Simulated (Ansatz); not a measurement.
# Lu3NbF: one candidate of a structure search

Aim: relax a trial structure of Lu3NbF and see where it ends.

Computed with Ansatz 0.2.0 (DFT PBE, scalar-relativistic, plane waves, PAW, unless a step's input says otherwise).

1 further run of the same task is left out (set aside as unsound or not needed). Runs told in other sessions of the task aren't counted.

### Step 1. The starting structure

It takes space group Pm-3m (No. 221, cubic). The conventional cell has a = 4.691 Å, b = 4.691 Å, c = 4.691 Å, α = 90.00°, β = 90.00°, γ = 90.00°. Around Lu (site symmetry 4/mmm) lie 2 F at 2.35 Å. Around Nb (site symmetry m-3m) lie 12 Lu at 3.32 Å. F (site symmetry m-3m) has 6 Lu at 2.35 Å in its first shell of neighbours.

Coordinates:

```
CELL_PARAMETERS angstrom
4.69126 0.00000 0.00000
0.00000 4.69126 0.00000
0.00000 0.00000 4.69126
ATOMIC_POSITIONS crystal
Lu 0.50000 0.50000 0.00000
Lu 0.50000 0.00000 0.50000
Lu 0.00000 0.50000 0.50000
Nb 0.00000 0.00000 0.00000
F 0.50000 0.50000 0.50000
```

The cell is invented: species swapped into a database cell of Tb3AlN (Pm-3m, No. 221), with Lu on the Tb sites, Nb on the Al sites and F on the N sites. The dimensions are guesses.

### Step 2. Probe: one point on a coarse mesh

The input, input.yaml:

```yaml
crystal:
  lattice:
    - [4.69126188, 0.0, 0.0]
    - [0.0, 4.69126188, 0.0]
    - [0.0, 0.0, 4.69126188]
  atoms:
    - { symbol: Lu, position: [0.5, 0.5, 0.0] }
    - { symbol: Lu, position: [0.5, 0.0, 0.5] }
    - { symbol: Lu, position: [0.0, 0.5, 0.5] }
    - { symbol: Nb, position: [0.0, 0.0, 0.0] }
    - { symbol: F, position: [0.5, 0.5, 0.5] }
basis:
  ecutwfc: 420
kpoints:
  mp_grid: { grid: [4, 4, 4] }
hamiltonian:
  xc: pbe
scf:
  occupations: { method: gaussian, width: 0.1 }
  lower_state_search: "off"
output:
  forces: true
  stress: true
  eigenvalues: true
```

Command:

```sh
$ ansatz run input.yaml --threads 1 --pin off --max-ram 2560MiB --backend cpu --events-out ev --progress --plain --runs-dir out
```

The session goes on with these runs: full relaxation.

What does the calculation give? Wanted: conventional cell; volume; energy over the elements; gap on the mesh.

The runs gave:

| quantity | value |
| --- | --- |
| symmetry at the end (tolerance 0.05 Å) | space group Pm-3m (No. 221) |
| conventional cell | a = 4.741 Å, b = 4.741 Å, c = 4.741 Å, α = 90.00°, β = 90.00°, γ = 90.00° |
| volume | 21.31 Å³/atom |
| energy over the elements (uncorrected; H, N, O, F and Cl as molecules) | -0.66 eV/atom |
| gap on the mesh | none (metal) |

In words: The space group Pm-3m (No. 221) is kept, and the volume per atom grows by 3.2 % from the first guess. A negative formation energy is needed for stability but isn't enough; other structures and compounds were not set against it here. No finished test with a distortion of lower symmetry is shown, so the end may be a saddle point. The runs treat Lu without spin-orbit coupling. Some metallic runs here have no spin polarisation while others do; where cell and settings agree, the difference is what magnetism gains. Other magnetic orders were not searched.
